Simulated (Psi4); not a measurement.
# ZnH2 (SMILES [ZnH2]): wB97M-V/def2-SVPD (sweep point 2)

Aim: the vertical electron affinity of ZnH2 at wB97M-V/def2-SVPD (sweep point 2), from 2 runs. Input form: a Python script.

Program for the calculation: Psi4 1.11.

**1. The structure to begin with**

ZnH2 has 3 atoms, charge 0, and is taken as a singlet. As SMILES, `[ZnH2]`. The shape is that of a PBE0-D4/def2-TZVP optimisation.

Bond lengths: Zn1–H2 1.544 Å, Zn1–H3 1.544 Å. Angles: H2–Zn1–H3 180.0°.

**2. The energy at wB97M-V/def2-SVPD (sweep point 2)**

job.py

```python
import psi4

psi4.set_memory('1600 MB')
psi4.set_num_threads(1)
psi4.core.set_output_file('run.log', False)

mol = psi4.geometry("""
0 1
Zn    -0.003700    -0.021600    -0.004400
H      0.590600     1.324200     0.465500
H     -0.597900    -1.367400    -0.474400
units angstrom
symmetry c1
""")

psi4.set_options({
    'puream': True,
    'scf_type': 'pk',
    'dft_radial_points': 99,
    'dft_spherical_points': 590,
})

result, w = psi4.energy("wb97m-v/def2-SVPD", return_wfn=True)
print(f'total energy {result:.8f} hartree = {result * 27.211386:.5f} eV')
```

Command:

```console
python job.py
```

run.log:

```text
[...]
  Running in c1 symmetry.
[...]
  Nuclear repulsion =   20.729909730469121
[...]
  Multiplicity = 1
[...]
  Nalpha       = 16
  Nbeta        = 16
[...]
    Number of basis functions: 50
[...]
   @RKS iter   1: -1778.40982794311367   -1.86372e+00   4.49417e-02 ADIIS/DIIS
[...]
   @RKS iter   9: -1780.20140159731841   -4.05953e-09   1.20014e-07 DIIS
[...]
    Orbital Energies [Eh]
    ---------------------
    Doubly Occupied:
       1A   -347.860519     2A    -42.522075     3A    -37.408276
       4A    -37.408276     5A    -37.406619     6A     -5.007074
       7A     -3.367875     8A     -3.367875     9A     -3.364170
      10A     -0.633952    11A     -0.618624    12A     -0.618624
      13A     -0.616126    14A     -0.616126    15A     -0.440477
      16A     -0.371516
[...]
  @RKS Final Energy: -1780.20140159731841
   => Energetics <=
    Nuclear Repulsion Energy =             20.7299097304691209
    One-Electron Energy =               -2523.4972911961976934
    Two-Electron Energy =                 779.3205015179524935
    DFT Exchange-Correlation Energy =     -56.8901982079721691
    Empirical Dispersion Energy =           0.0000000000000000
    VV10 Nonlocal Energy =                  0.1356765584298364
    Total Energy =                      -1780.2014015973186360
[...]
 Multipole Moments:
 ------------------------------------------------------------------------------------
     Multipole            Electronic (a.u.)      Nuclear  (a.u.)        Total (a.u.)
 ------------------------------------------------------------------------------------
 L = 1.  Multiply by 2.5417464519 to convert [e a0] to [Debye]
 Dipole X            :         -0.0001425            0.0000883           -0.0000541
 Dipole Y            :         -0.0001675            0.0001038           -0.0000636
 Dipole Z            :         -0.0000139            0.0000078           -0.0000061
 Magnitude           :                                                    0.0000838
[...]
```

Standard output:

```text
total energy -1780.20140160 hartree = -48441.74750 eV
```

Wall time 41 s (1 thread of Intel Xeon Platinum 8259CL at 2.50GHz (Skylake/Cascade Lake), shared host); peak memory 0.78 GiB.

**3. The doublet anion, same level**

calc.py

```python
import psi4

psi4.set_memory(1600000000)
psi4.set_num_threads(1)
psi4.core.set_output_file('psi4.out', False)

geom = psi4.geometry("""
-1 2
Zn    -0.003700    -0.021600    -0.004400
H      0.590600     1.324200     0.465500
H     -0.597900    -1.367400    -0.474400
symmetry c1
""")

psi4.set_options({
    'basis': 'def2-SVPD',
    'reference': 'uks',
    'puream': True,
    'scf_type': 'pk',
    'dft_radial_points': 99,
    'dft_spherical_points': 590,
    'maxiter': 150,
})

result = psi4.energy("wb97m-v", molecule=geom)
print('E =', round(result, 9))
```

Command:

```console
python calc.py
```

psi4.out:

```text
[...]
  Running in c1 symmetry.
[...]
  Nuclear repulsion =   20.729909730469121
[...]
  Multiplicity = 2
[...]
  Nalpha       = 17
  Nbeta        = 16
[...]
    Number of basis functions: 50
[...]
   @UKS iter   1: -1778.12509946420960   -1.57899e+00   4.58426e-02 ADIIS/DIIS
[...]
   @UKS iter   9: -1780.16845251112750   -6.38333e-08   6.58546e-07 DIIS
[...]
   @S^2 Observed:                7.517652450E-01
[...]
    Orbital Energies [Eh]
    ---------------------
    Alpha Occupied:
       1A   -347.642236     2A    -42.303520     3A    -37.189994
       4A    -37.189133     5A    -37.188964     6A     -4.787505
       7A     -3.149123     8A     -3.146968     9A     -3.144977
      10A     -0.417953    11A     -0.399418    12A     -0.396719
      13A     -0.396583    14A     -0.395744    15A     -0.245212
      16A     -0.175524    17A      0.038209
    Alpha Virtual:
      18A      0.189344    19A      0.249497    20A      0.262772
      21A      0.309356    22A      0.375051    23A      0.387733
      24A      0.401094    25A      0.410774    26A      0.467001
[...]
  @UKS Final Energy: -1780.16845251112750
   => Energetics <=
    Nuclear Repulsion Energy =             20.7299097304691209
    One-Electron Energy =               -2530.3897424584347391
    Two-Electron Energy =                 786.2725391160099662
    DFT Exchange-Correlation Energy =     -56.9191239846209527
    Empirical Dispersion Energy =           0.0000000000000000
    VV10 Nonlocal Energy =                  0.1379650854492498
    Total Energy =                      -1780.1684525111274979
[...]
 Multipole Moments:
 ------------------------------------------------------------------------------------
     Multipole            Electronic (a.u.)      Nuclear  (a.u.)        Total (a.u.)
 ------------------------------------------------------------------------------------
 L = 1.  Multiply by 2.5417464519 to convert [e a0] to [Debye]
 Dipole X            :         -0.0001260            0.0000883           -0.0000377
 Dipole Y            :         -0.0001857            0.0001038           -0.0000818
 Dipole Z            :         -0.0000155            0.0000078           -0.0000077
 Magnitude           :                                                    0.0000904
[...]
```

On the terminal:

```text
E = -1780.168452511
```

It took 39 s on 1 thread of Intel Xeon Platinum 8259CL at 2.50GHz (Skylake/Cascade Lake), shared host; peak memory 0.78 GiB.

**4. Summary of results**

At wB97M-V/def2-SVPD (sweep point 2):

```
                                         quantity           value
                       singlet ZnH2: total energy  -1780.20140 Eh
                      singlet ZnH2: dipole moment          0.00 D
                        singlet ZnH2: HOMO energy       -10.11 eV
                        singlet ZnH2: LUMO energy         0.59 eV
                      singlet ZnH2: HOMO–LUMO gap        10.70 eV
                      doublet anion: total energy  -1780.16845 Eh
doublet anion: HOMO energy (highest over α and β)         1.04 eV
 doublet anion: LUMO energy (lowest over α and β)         5.15 eV
                              doublet anion: ⟨S²⟩           0.752
vertical electron affinity (to the doublet anion)       -0.897 eV
```

In words: The anion lies 0.90 eV (20.7 kcal/mol) above the neutral: the electron isn't bound at this level, and such a value depends on the basis. The HOMO (doublet anion) lies at positive energy, 1.04 eV; only total energies tell whether the electron is bound.
